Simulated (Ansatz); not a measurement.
# B7Se: the cost of one run

Computed with Ansatz 0.2.0 (DFT PBE, scalar-relativistic, plane waves, PAW, unless a step's input says otherwise).

1 further run of the same task is left out (it didn't finish).

### 1 The structure to begin with

It takes space group Pm-3m (No. 221, cubic). The conventional cell has a = 4.591 Å, b = 4.591 Å, c = 4.591 Å, α = 90.00°, β = 90.00°, γ = 90.00°. B (site symmetry 4mm) has 1 B at 1.24 Å as nearest neighbours. Around B (site symmetry m-3m) lie 6 B at 1.24 Å. Se (site symmetry m-3m) has 24 B at 3.41 Å as nearest neighbours.

As a file:

```cif
data_structure
_symmetry_space_group_name_H-M 'P 1'
_symmetry_Int_Tables_number 1
_cell_length_a 4.5913
_cell_length_b 4.5913
_cell_length_c 4.5913
_cell_angle_alpha 90.000
_cell_angle_beta 90.000
_cell_angle_gamma 90.000
_cell_volume 96.78
loop_
_atom_site_label
_atom_site_type_symbol
_atom_site_fract_x
_atom_site_fract_y
_atom_site_fract_z
_atom_site_occupancy
B1 B 0.76952 0.50000 0.50000 1
B2 B 0.23048 0.50000 0.50000 1
B3 B 0.50000 0.76952 0.50000 1
B4 B 0.50000 0.23048 0.50000 1
B5 B 0.50000 0.50000 0.76952 1
B6 B 0.50000 0.50000 0.23048 1
B7 B 0.50000 0.50000 0.50000 1
Se1 Se 0.00000 0.00000 0.00000 1
```

The cell is invented: random cell by space group and Wyckoff sites (Pm-3m, No. 221). Its size is a rough estimate.

### 2 Probe: one point on a coarse mesh

input.yaml reads:

```yaml
crystal:
  lattice:
    - [4.59126529, 0.0, 0.0]
    - [0.0, 4.59126529, 0.0]
    - [0.0, 0.0, 4.59126529]
  atoms:
    - { symbol: B, position: [0.76951949, 0.5, 0.5] }
    - { symbol: B, position: [0.23048051, 0.5, 0.5] }
    - { symbol: B, position: [0.5, 0.76951949, 0.5] }
    - { symbol: B, position: [0.5, 0.23048051, 0.5] }
    - { symbol: B, position: [0.5, 0.5, 0.76951949] }
    - { symbol: B, position: [0.5, 0.5, 0.23048051] }
    - { symbol: B, position: [0.5, 0.5, 0.5] }
    - { symbol: Se, position: [0.0, 0.0, 0.0] }
basis:
  ecutwfc: 420
kpoints:
  mp_grid: { grid: [4, 4, 4] }
hamiltonian:
  xc: pbe
scf:
  occupations: { method: gaussian, width: 0.1 }
  lower_state_search: "off"
output:
  forces: true
  stress: true
  eigenvalues: true
```

Launch:

```bash
> ansatz run input.yaml --threads 1 --pin off --max-ram 2048MiB --backend cpu --events-out ev --progress --plain --runs-dir out
```

Q: Estimate wall time and peak memory on 1 thread of Arm Neoverse V1, shared host.

About 2.7 s, with a peak of 0.33 GiB.
